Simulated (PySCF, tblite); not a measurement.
# C₆H₅NO: geometry, infrared bands, NMR shifts, spin-spin couplings and electronic excitations

Wanted: the infrared bands, NMR shifts, spin-spin couplings and electronic excitations of C₆H₅NO (`O=Cc1ccccn1`), by calculation.

Programs: tblite 0.8.0 and PySCF 2.14.0, with density-fitted response routines of our own. Each step states its level of theory. These are calculated values for one molecule in the gas phase, unless marked as measured. Atoms count from 0, in the outputs and in this text.

## 1. Starting geometry

13 atoms, charge 0, multiplicity 1; geometry from: force field or distance geometry start.

Bonds of the start (Å): O0–C1 1.27, C1–C2 1.44, C2–C3 1.40, C3–C4 1.39, C4–C5 1.39, C5–C6 1.38, C6–N7 1.36, N7–C2 1.34, C1–H8 1.09, C3–H9 1.08, C4–H10 1.08, C5–H11 1.08, C6–H12 1.09.

## 2. Relaxing the molecule with GFN2-xTB

Job settings and geometry (Å):

```
{"job": {"kind": "relax", "xc": "GFN2-xTB", "basis": "xTB"}, "charge": 0, "multiplicity": 1}
O      2.963100     0.840300     0.179300
C      2.369900    -0.257500    -0.054400
C      0.925400    -0.243500    -0.042900
C      0.257000     0.961400     0.182800
C     -1.134500     1.035200     0.209700
C     -1.845900    -0.130600    -0.038100
C     -1.155400    -1.298400    -0.272100
N      0.201100    -1.353300    -0.269900
H      2.964000    -1.158600    -0.220900
H      0.785700     1.879700     0.384400
H     -1.653900     1.966200     0.385800
H     -2.919900    -0.053800    -0.022300
H     -1.761000    -2.186600    -0.439200
```

Launch:

```console
> OMP_NUM_THREADS=1 python probes_run.py task.json out
```

One launch serves the whole session: the jobs run in the order shown.

**Question.** This job is followed by: GFN2-xTB harmonic vibrations, gas phase; PBE0-D3(BJ)/def2-SVP geometry optimisation, gas phase; GIAO PBE0/pcSseg-1 NMR shielding, non-relativistic, gas phase; B3LYP/pcJ-1 indirect spin-spin coupling, non-relativistic, gas phase; TDDFT B3LYP/def2-SVPD, vertical, gas phase, core orbitals frozen in the response; GIAO CAM-B3LYP/pcSseg-2 NMR shielding, non-relativistic, gas phase. Predict these results of the whole session: strongest single infrared mode (GFN2-xTB); zero-point energy (GFN2-xTB); point group; rotational constants (main isotopes); ¹³C shifts against TMS (PBE0/pcSseg-1); ¹H shifts against TMS (PBE0/pcSseg-1); ¹⁷O shifts against H2O (PBE0/pcSseg-1); ¹⁵N shifts against NH3 (PBE0/pcSseg-1); largest coupling of the table (B3LYP/pcJ-1); lowest singlet (B3LYP/def2-SVPD); brightest single state of those computed; lowest triplet; vertical ionisation energy (ΔSCF); vertical electron affinity (ΔSCF); range of the shift of C2.

As calculated:

| quantity | value |
| --- | --- |
| strongest single infrared mode (GFN2-xTB) | 1757 cm⁻¹, 315 km/mol |
| zero-point energy (GFN2-xTB) | 59.0 kcal/mol |
| point group | Cs |
| rotational constants (main isotopes) | 5.38, 1.63, 1.25 GHz |
| ¹³C shifts against TMS (PBE0/pcSseg-1) | 198.8, 156.7, 155.7, 142.1, 132.8, 127.1 ppm |
| ¹H shifts against TMS (PBE0/pcSseg-1) | 10.03, 8.92, 8.22, 7.96, 7.40 ppm |
| ¹⁷O shifts against H2O (PBE0/pcSseg-1) | 678.3 ppm |
| ¹⁵N shifts against NH3 (PBE0/pcSseg-1) | 366.1 ppm |
| largest coupling of the table (B3LYP/pcJ-1) | ¹J(C,H) C6–H12, 188.7 Hz |
| lowest singlet (B3LYP/def2-SVPD) | 3.48 eV (356 nm), f = 0.000 |
| brightest single state of those computed | state 9, 6.95 eV, f = 0.282 |
| lowest triplet | 3.00 eV |
| vertical ionisation energy (ΔSCF) | 9.53 eV |
| vertical electron affinity (ΔSCF) | 0.45 eV |
| range of the shift of C2 | 156.7 to 167.3 ppm |

In words: Over 24 steps the energy fell by 0.407 eV; of the close pairs, O0–C1 changed most, 1.270 to 1.203 Å (GFN2-xTB). All 33 modes are real, so the xTB geometry is a minimum. The strongest single mode, at 1757 cm⁻¹, moves mainly C1 and O0. GFN2-xTB is a fitted tight-binding method: band positions and strengths are rough. Its intensities can rank the bands wrongly. C1 (aldehyde carbonyl carbon) lies farthest downfield among carbon, at 198.8 ppm; low-lying n→π* states of the double bond to the heteroatom give a large paramagnetic term (-258 ppm). The most deshielded hydrogen is H8 (hydrogen on an aldehyde carbonyl carbon), at 10.03 ppm: the C=O anisotropy and electron withdrawal place aldehyde protons far downfield. NICS(1)zz of -28 ppm above the planar ring from C2 marks a diatropic (aromatic) ring current. Of the pairs tabulated at B3LYP/pcJ-1, C6–H12 couples most strongly (188.7 Hz; Fermi contact 187.9 Hz). Couplings across rotatable bonds belong to this one conformer; where others are populated, the observed values are averages. The first singlet state (HOMO→LUMO 0.95) lies at 3.48 eV and is dark; of the 10 states computed, the strongest absorption comes from state 9 at 6.95 eV. The lowest triplet lies 0.48 eV below the lowest singlet (triplets in Tamm-Dancoff, singlets in full TDDFT). In ppm, C2 moves most: its shift spreads over 10.6 ppm, from 156.7 (PBE0/pcSseg-1) to 167.3 (CAM-B3LYP/pcSseg-2).
